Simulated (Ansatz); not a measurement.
# C2H2AlF: harmonic frequencies at the relaxed geometry, by script

At which frequencies does C2H2AlF vibrate? A script is to give harmonic frequencies at the relaxed geometry; the system is C2H2AlF. SMILES: C#[C][AlH][F].

All numbers are computed with the Python package of Ansatz 0.2.0. Level of theory: CAM-B3LYP/def2-SVP.

### 1 The system

Bond lengths: C1–C2 1.253 Å, C2–Al3 1.962 Å, Al3–F4 1.714 Å, C1–H5 1.026 Å, Al3–H6 1.611 Å. Angles: C1–C2–Al3 178.2°, C2–C1–H5 174.6°, C2–Al3–F4 118.6°, C2–Al3–H6 118.4°, F4–Al3–H6 123.0°.

Input file c2h2alf.xyz:

```xyz
6

C     1.72920   -0.30680   -0.77930
C     0.60400   -0.09000   -0.27180
Al   -1.15300    0.19570    0.55280
F    -2.40060   -0.93600    0.23610
H     2.62500   -0.42250   -1.26550
H    -1.36250    1.49550    1.48150
```

### 2 The code

Input file c2h2alf.py:

```python
"""Harmonic frequencies of C2H2AlF at its relaxed geometry."""

import ansatz as az
import numpy as np

system = az.Crystal.molecule_from_extxyz("c2h2alf.xyz")

setup = (
    system.calculation()
    .basis(gaussian="def2-SVP")
    .functional("CAM-B3LYP")
)
symbols = [site.symbol for site in system.cartesian_sites]
start = np.array([site.position_ang for site in system.cartesian_sites], dtype=float)
summary = setup.relax(force_tolerance=0.003).run().report
end = np.array(summary["positions_ang"])

print("final positions (A) and the move of each atom")
for symbol, xyz, old in zip(symbols, end, start):
    print(f"{symbol:2s} {xyz[0]:10.5f} {xyz[1]:10.5f} {xyz[2]:10.5f}   {np.linalg.norm(xyz - old):7.4f}")

# same settings at the minimum
minimum = az.Crystal.molecule()
for symbol, xyz in zip(symbols, end):
    minimum = minimum.atom(symbol, xyz.tolist())
vibrating = (
    minimum.calculation()
    .basis(gaussian="def2-SVP")
    .functional("CAM-B3LYP")
    .phonons(temperatures=(298.15, 498.15, 100))
)
vib = vibrating.run().report["vibrations"]
sums = vib["harmonic_sums"]
modes = [m["omega_inv_cm"] for m in sums["modes_at_gamma"] if m["rigid_motion"] == "no"]
print("frequencies (1/cm):", " ".join(f"{w:.0f}" for w in modes))
print("imaginary modes:", sum(w < 0 for w in modes), " zero-point energy:", round(sums["zero_point_energy_ev"], 4), "eV")
print("T (K)   F_vib (eV)   S_vib (meV/K)   C_vib (meV/K)")
for row in zip(sums["temperatures_k"], sums["vibrational_free_energy_ev"], vib["entropy_ev_per_k"], vib["heat_capacity_ev_per_k"]):
    print(f"{row[0]:6.1f} {row[1]:11.4f} {1000 * row[2]:13.4f} {1000 * row[3]:15.4f}")
```

### 3 What the engine is handed

The engine receives this input (first run):

```yaml
crystal:
  periodic: [false, false, false]
  atoms:
    - { symbol: C, position_ang: [1.7292, -0.3068, -0.7793] }
    - { symbol: C, position_ang: [0.604, -0.09, -0.2718] }
    - { symbol: Al, position_ang: [-1.153, 0.1957, 0.5528] }
    - { symbol: F, position_ang: [-2.4006, -0.936, 0.2361] }
    - { symbol: H, position_ang: [2.625, -0.4225, -1.2655] }
    - { symbol: H, position_ang: [-1.3625, 1.4955, 1.4815] }
basis:
  gaussian:
    orbitals: def2-SVP
hamiltonian:
  xc: cam_b3lyp
relax:
  f_tol: 0.003
```

### 4 Running it

On the command line:

```bash
$ python c2h2alf.py
```

Without the output at hand: what should come out? Wanted: moves of the relaxation of run 1; energy gained in run 1; last largest force component of run 1; highest frequency; imaginary modes; zero-point energy.

As calculated:

| quantity | value |
| --- | --- |
| runs compared | 2 |
| moves of the relaxation of run 1 | 5 |
| energy gained in run 1 | 0.259 eV |
| last largest force component of run 1 | 0.0015 eV/Å |
| highest frequency | 3461 cm⁻¹ |
| imaginary modes | 0 |
| zero-point energy | 0.781 eV |

In words: Run 1: After 5 moves the largest shift is 0.104 Å, of atom 4 (F). All frequencies are real, so the geometry is a minimum. The values are harmonic; measured fundamentals also hold anharmonic shifts, mostly downward for stretches. The frequencies are harmonic and unscaled, in a modest basis. The result belongs to the one conformer reached from this start, and soft torsions count as harmonic oscillators.
